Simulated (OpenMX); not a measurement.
## TaTe in OpenMX: the effect of biaxial strain

Crystal: TaTe.

```xyz
2
Lattice="3.2833 0.0000 0.0000 0.0000 3.2833 0.0000 0.0000 0.0000 3.4201" Properties=species:S:1:pos:R:3 pbc="T T T"
Ta    1.6416    1.6416    1.7100
Te    0.0000    0.0000    0.0000
```

The cell was built by a generator and needn't be a form met in nature.

Alike in all runs:

- Program: OpenMX 3.8.5
- Task: band structure
- Functional: PBE
- Potentials or basis: OpenMX 2013 PBE set, Ta7.0-s3p2d2f1, Te7.0-s3p2d2f1, grid cutoff 500 Ry
- k mesh: 7 × 7 × 7
- Occupations: fermi-dirac, width 0.05 eV
- Spin: no spin polarisation

| biaxial strain | pressure (GPa) |
| --- | --- |
| -4 % | 16.7 |
| -2 % | 8.3 |
| 0 % | 1.4 |
| 2 % | -4.2 |
| 4 % | ? |

What does the run with biaxial strain 4 % give?

Pressure -8.5 GPa.

Worked out: A parabola through the other rows of the pressure, of slope -1.73 GPa per % there, extrapolates to -8.4 GPa, against the run's -8.5.

Caveats: the basis of atomic orbitals isn't converged, which shifts pressures, moduli and gaps.
